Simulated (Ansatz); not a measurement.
# FGe₂H₆N, SMILES [NH2][GeH]([F])[GeH3]: a polarisability from point charges

Computed with Ansatz's Python interface.

Run as a notebook:

**Cell 1**
```python
import ansatz as az
import numpy as np
```

**Cell 2**
```python
molecule = (
    az.Crystal.molecule()
    .atom("N", (-0.4183, 1.0431, -1.5001))
    .atom("Ge", (0.7109, 0.3725, -0.2593))
    .atom("F", (2.0257, -0.3892, -1.103))
    .atom("Ge", (-0.3548, -1.2381, 1.0727))
    .atom("H", (0.054, 1.8313, -2.0379))
    .atom("H", (-1.2271, 1.5754, -0.9743))
    .atom("H", (1.2742, 1.5123, 0.6572))
    .atom("H", (-0.9206, -2.3665, 0.1565))
    .atom("H", (-1.6142, -0.5539, 1.8455))
    .atom("H", (0.5533, -1.8379, 2.1456))
)
```

**Cell 3**
```python
setup = (
    molecule.calculation()
    .basis(gaussian="def2-SVP")
    .functional("b3lyp")
    .forces()
)
# charges +q and -q at -R and +R make a nearly even field 2 k q / R^2 at the centre
centre = np.mean([site.position_ang for site in molecule.cartesian_sites], axis=0)
field = 2 * 14.399645 * 3.0 / 25.0 ** 2
```

**Cell 4**
```python
def dipole(axis, sign):
    arm = 25.0 * np.eye(3)[axis]
    pair = [{"charge": sign * 3.0, "position_ang": (centre - arm).tolist()}, {"charge": -sign * 3.0, "position_ang": (centre + arm).tolist()}]
    deck = setup.input().set(az.key.basis.gaussian.point_charges, pair)
    return np.array(az.Session.from_dict(deck).plan().execute().report["charge_distribution"]["dipole_moment_e_ang"])
```

**Cell 5**
```python
print(f"field {field:.4f} V/A")
alpha = np.array([(dipole(axis, 1) - dipole(axis, -1)) / (2 * field) * 14.399645 for axis in range(3)])
print("polarisability tensor (A^3)")
print(np.array2string(alpha, precision=3, suppress_small=True))
print(f"mean {np.trace(alpha) / 3:.3f} A^3 = {np.trace(alpha) / 3 / 0.14818471:.2f} bohr^3")
```
Output:
```text
field 0.1382 V/A
polarisability tensor (A^3)
[[ 8.97   0.474 -0.348]
 [ 0.5    9.91  -1.154]
 [-0.33  -1.179  9.471]]
mean 9.451 A^3 = 63.78 bohr^3
```

What to keep in mind:
- The geometry is a force-field or estimated start, not a minimum of this method, and the basis set is short of its limit. The field of two point charges is only nearly even.
- b3lyp holds the VWN-RPA fit, as in Gaussian; the form of ORCA and Turbomole is b3lyp5.
- Without diffuse functions polarisabilities are unreliable, as a rule too low, and they change with the bond lengths of this unrelaxed start.
- It ran for 43 s on 1 thread of Arm Neoverse V1 (shared host), peak memory 0.37 GiB.

(Lines on the test bed's own set-up are left out of the output.)
